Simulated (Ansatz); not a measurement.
Working through a geometry optimisation of C3H9FSi, SMILES CCC[SiH2]F

With the Ansatz DFT code, driven from Python.

The cells in order, each with its output:

In [1]:
```python
import warnings

import ansatz as az
import numpy as np

GEOMETRY = """
C    -2.04210   -0.18330    0.23520
C    -0.59220   -0.60720    0.05470
C     0.33770    0.60580   -0.04380
Si    2.15110    0.21030   -0.26830
F     2.63520   -0.65020    0.99570
H    -2.38190    0.42290   -0.61060
H    -2.16850    0.40240    1.15140
H    -2.68860   -1.06390    0.30330
H    -0.29910   -1.24280    0.89960
H    -0.51100   -1.22240   -0.85000
H     0.23040    1.21500    0.86170
H     0.01890    1.23530   -0.88310
H     2.94890    1.46060   -0.33930
H     2.36130   -0.58240   -1.50640
"""
```

In [2]:
```python
warnings.simplefilter("ignore", az.DeckWarning)
```

In [3]:
```python
geometry = az.Crystal.molecule()
for line in GEOMETRY.strip().splitlines():
    symbol, *xyz = line.split()
    geometry = geometry.atom(symbol, [float(v) for v in xyz])
```

In [4]:
```python
setup = (
    geometry.calculation()
    .basis(gaussian="cc-pVDZ")
    .functional("hf")
)
symbols = [site.symbol for site in geometry.cartesian_sites]
start = np.array([site.position_ang for site in geometry.cartesian_sites], dtype=float)
rep = setup.relax(force_tolerance=0.02).run(threads=1, pin="off").report
end = np.array(rep["positions_ang"])
```

In [5]:
```python
print(f"E = {rep['free_energy_ev']:.6f} eV = {rep['free_energy_ev'] / 27.211386246:.7f} Ha")
print("converged:", rep["converged"], " doubts:", rep["published_state_doubts"] or "none")

print("final positions (A) and the move of each atom")
for symbol, xyz, old in zip(symbols, end, start):
    print(f"{symbol:2s} {xyz[0]:10.5f} {xyz[1]:10.5f} {xyz[2]:10.5f}   {np.linalg.norm(xyz - old):7.4f}")

charges = rep["charge_distribution"]
print("dipole moment", round(4.803205 * float(np.linalg.norm(charges["dipole_moment_e_ang"])), 3), "D")
print("Mulliken:", [(s, round(q, 3)) for s, q in zip(symbols, charges["mulliken_charges_e"])])
```
```text
E = -13803.983877 eV = -507.2870508 Ha
converged: True  doubts: none
final positions (A) and the move of each atom
C    -2.06713   -0.20292    0.23942    0.0321
C    -0.60130   -0.58655    0.05235    0.0227
C     0.33291    0.62874   -0.04666    0.0236
Si    2.14897    0.21601   -0.28525    0.0180
F     2.66410   -0.67132    0.99560    0.0358
H    -2.42639    0.40090   -0.59842    0.0511
H    -2.20731    0.37990    1.15369    0.0449
H    -2.70042   -1.09037    0.30821    0.0294
H    -0.28298   -1.21969    0.88562    0.0315
H    -0.50186   -1.19872   -0.85008    0.0254
H     0.24432    1.24826    0.85331    0.0370
H     0.03295    1.27094   -0.88492    0.0384
H     2.98613    1.43842   -0.33000    0.0443
H     2.37810   -0.61349   -1.49279    0.0379
dipole moment 2.147 D
Mulliken: [('C', -0.024), ('C', -0.112), ('C', -0.281), ('Si', 0.918), ('F', -0.471), ('H', 0.027), ('H', 0.03), ('H', 0.032), ('H', 0.045), ('H', 0.033), ('H', 0.052), ('H', 0.044), ('H', -0.146), ('H', -0.149)]
```

What to keep in mind:
- Total energies depend on the basis set; only differences at equal settings carry meaning.
- The end point is the stationary point reached from this start; no frequency run checks that it is a minimum, and the basis set is modest.
- Run time: 15 s on 1 thread of Arm Neoverse V2 (shared host), peak memory 0.33 GiB.

(Lines on the test bed's own set-up are left out of the output.)
